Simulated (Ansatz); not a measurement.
# AlCl2FH: the cost of one run

All numbers below are computed with Ansatz 0.2.0 (UKS PBE-D4/def2-SVP).

### 1 Starting point

Bond lengths: Al1–H2 1.810 Å, Al1–Cl3 2.230 Å, Al1–F4 1.690 Å. Angles: H2–Al1–Cl3 120.0°, H2–Al1–F4 120.0°, Cl3–Al1–F4 120.0°.

Structure file:

```xyz
5

Al    0.0000    0.0000    0.0000
H     0.0000    0.0000    1.8100
Cl    1.9312    0.0000   -1.1150
F    -1.4635    0.0000   -0.8450
Cl    0.0000    0.0000    3.4800
```

### 2 A restrained relaxation towards end A

Springs on the bonds that form and break draw the guess towards this end; the thresholds are loose.

input.yaml

```yaml
crystal:
  periodic: [false, false, false]
  atoms:
    - { symbol: Al, position_ang: [0.0, 0.0, 0.0] }
    - { symbol: H, position_ang: [0.0, 0.0, 1.81] }
    - { symbol: Cl, position_ang: [1.9312, 0.0, -1.115] }
    - { symbol: F, position_ang: [-1.4635, 0.0, -0.845] }
    - { symbol: Cl, position_ang: [0.0, 0.0, 3.48] }
magnetization:
  spin_polarized: true
  initial_magnetization: 1
basis:
  gaussian: { orbitals: def2-SVP }
hamiltonian:
  xc: pbe
  dispersion: d4
relax:
  f_tol: 0.15
  max_steps: 25
  restrain:
    - { distance: [1, 4], at: 2.57, k: 30.0 }
    - { distance: [0, 1], at: 1.56, k: 30.0 }
```

Launch:

```bash
> ansatz run input.yaml --threads 2 --pin off --max-ram 3072MiB --backend cpu --events-out ev --progress --plain --runs-dir out
```

What time and memory should one allow on 2 threads of Arm Neoverse V1, shared host?

About 22 s, with a peak of 0.18 GiB.
